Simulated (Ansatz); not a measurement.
# CH₆Cl₂O₂Si₂: one species, many methods

One table from this session's results is given with a row withheld; the runs are named, their logs left out.

Method: functionals in def2-TZVPP, the program's frozen cores in correlated methods; program: Ansatz 0.2.0, Gaussian basis.

The runs, in order: PBE-D4, r2SCAN-D4, PBE0-D4, B3LYP-D4, ωB97X-V, ωB97M-V, B2PLYP; CCSD(T)/def2-TZVPP; MP2/def2-QZVPP; extrapolation to the limit.

## The relaxed structure

An earlier PBE0-D4 in a triple-zeta def2 set relaxation fixed the geometry.

SMILES `O[SiH](O)C[SiH](Cl)Cl`, 13 atoms, charge 0, spin multiplicity 1.

Atoms are counted from 1 here; the program's logs count them from 0.

Bond lengths: O1–Si2 1.645 Å, O1–H8 0.958 Å, Si2–O3 1.636 Å, Si2–C4 1.865 Å, Si2–H9 1.481 Å, O3–H10 0.961 Å, C4–Si5 1.844 Å, C4–H11 1.095 Å, C4–H12 1.097 Å, Si5–Cl6 2.066 Å, Si5–Cl7 2.050 Å, Si5–H13 1.473 Å. Angles: Si2–O1–H8 118.3°, O1–Si2–O3 113.4°, O1–Si2–C4 103.3°, O1–Si2–H9 111.3°, O3–Si2–C4 112.1°, O3–Si2–H9 104.3°, C4–Si2–H9 112.6°, Si2–O3–H10 116.5°, Si2–C4–Si5 114.9°, Si2–C4–H11 109.2°, Si2–C4–H12 109.1°, Si5–C4–H11 108.9°, Si5–C4–H12 107.0°, H11–C4–H12 107.5°, C4–Si5–Cl6 109.4°, C4–Si5–Cl7 110.6°, C4–Si5–H13 114.4°, Cl6–Si5–Cl7 107.4° and more.

Set-up of the first run:

in.yaml

```yaml
crystal:
  periodic: [false, false, false]
  atoms:
    - {symbol: O, position_ang: [-0.366530, 1.836482, -0.718788]}
    - {symbol: Si, position_ang: [-1.064896, 0.349339, -0.791689]}
    - {symbol: O, position_ang: [-2.226936, 0.120587, 0.337592]}
    - {symbol: C, position_ang: [0.375157, -0.814298, -0.564451]}
    - {symbol: Si, position_ang: [1.483697, -0.408580, 0.852733]}
    - {symbol: Cl, position_ang: [0.355380, -0.197242, 2.569895]}
    - {symbol: Cl, position_ang: [2.819656, -1.928177, 1.181757]}
    - {symbol: H, position_ang: [-0.928272, 2.606854, -0.814468]}
    - {symbol: H, position_ang: [-1.762771, 0.144435, -2.081368]}
    - {symbol: H, position_ang: [-1.935634, 0.094448, 1.253260]}
    - {symbol: H, position_ang: [-0.002167, -1.834176, -0.438745]}
    - {symbol: H, position_ang: [0.993865, -0.801520, -1.469649]}
    - {symbol: H, position_ang: [2.259451, 0.831838, 0.683913]}
basis:
  gaussian: {orbitals: def2-TZVPP}
hamiltonian: {xc: pbe, dispersion: d4}
output: {forces: true, orbitals: {seedname: orbitals}}
```

On the command line:

```console
> ansatz run in.yaml --threads 2 --pin off --events-out ev --progress --plain --max-ram 32768MiB --backend cuda --devices 0, --max-vram 18GiB
```

Steps of the session up to this table: PBE-D4 (GGA); r2SCAN-D4 (meta-GGA); PBE0-D4 (hybrid); B3LYP-D4 (hybrid); ωB97X-V (range-separated); ωB97M-V (range-separated); B2PLYP (double hybrid); CCSD(T) in def2-TZVPP; MP2 in def2-QZVPP.

One of the session's tables, all rows but one given; the rest of the session is left out.

| method | atomisation energy (kcal/mol) |
| --- | --- |
| PBE-D4 | 1171.1 |
| r2SCAN-D4 | 1165.4 |
| PBE0-D4 | 1154.4 |
| B3LYP-D4 | 1151.6 |
| ωB97X-V | 1166.0 |
| ωB97M-V | 1167.3 |
| B2PLYP | 1142.3 |
| HF/def2-TZVPP | 851.2 |
| MP2/def2-TZVPP | 1159.6 |
| CCSD/def2-TZVPP | 1112.0 |
| CCSD(T)/def2-TZVPP | ? |
| MP2/CBS | 1195.9 |
| CCSD(T)/CBS | 1166.2 |

Estimate the missing values for CCSD(T)/def2-TZVPP.

**Answer.** atomisation energy (kcal/mol): 1129.9. In the column «atomisation energy (kcal/mol)» it lies between CCSD/def2-TZVPP (1112.0) and B2PLYP (1142.3).

Caveats from the session: Free atoms (2 O, 2 Si, 1 C, 2 Cl, 6 H) were run apart at each level; the atomisation energy is their sum less the molecule, without zero-point or spin-orbit terms.
